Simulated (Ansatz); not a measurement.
The system is Ta3AsAu2O13.

```
Ta As Au O
1.0
     5.88672   -0.00071    0.00161
     2.20057    5.91386   -0.00164
     1.84923    1.74129    7.56108
Ta As Au O
3 1 2 13
Direct
  0.39605 0.05000 0.58683
  0.95891 0.61806 0.76348
  0.06984 0.27356 0.18903
  0.07072 0.88917 0.02743
  0.21939 0.67567 0.38144
  0.68925 0.45927 0.56874
  0.16689 0.59518 0.16534
  0.86104 0.11514 0.11677
  0.26950 0.96377 0.83676
  0.87527 0.82792 0.92000
  0.70329 0.78261 0.54686
  0.17528 0.40817 0.59350
  0.27798 0.92640 0.17203
  0.64612 0.14878 0.61595
  0.14281 0.39538 0.93941
  0.30048 0.17203 0.35732
  0.19051 0.80386 0.59347
  0.70787 0.47140 0.81379
  0.77878 0.42364 0.31185
```

The cell was built by a generator and needn't be a form met in nature.

Base run:

| Item | Value |
| --- | --- |
| Program | Ansatz 0.2.0 |
| Functional | RPBE |
| Potentials or basis | Ansatz PAW |
| Cutoff | 420 eV (not typed: the program's choice for these potentials) |
| k mesh | 5 × 5 × 4 |
| Occupations | fermi-dirac, width 0.05 eV |
| Spin | no spin polarisation |

Its results: band gap on the k mesh 1.63 eV, indirect (least direct gap 1.67 eV); pressure 3.6 GPa; largest force 0.223 eV/Å.

Problem. The run is repeated on the same cell with these changes: functional from RPBE to PBE. What comes out?

Solution. Band gap on the k mesh 1.60 eV, indirect (least direct gap 1.64 eV); pressure 0.0 GPa; largest force 0.009 eV/Å.

PBE binds more tightly than RPBE, so the same cell stands under less pressure.

Caveats: spin-orbit coupling is left out, which moves the levels of the heavy elements; the PAW data sets come from PBE, with cores solved anew for the run's functional, which leaves a small shift of forces and pressure (some runs).
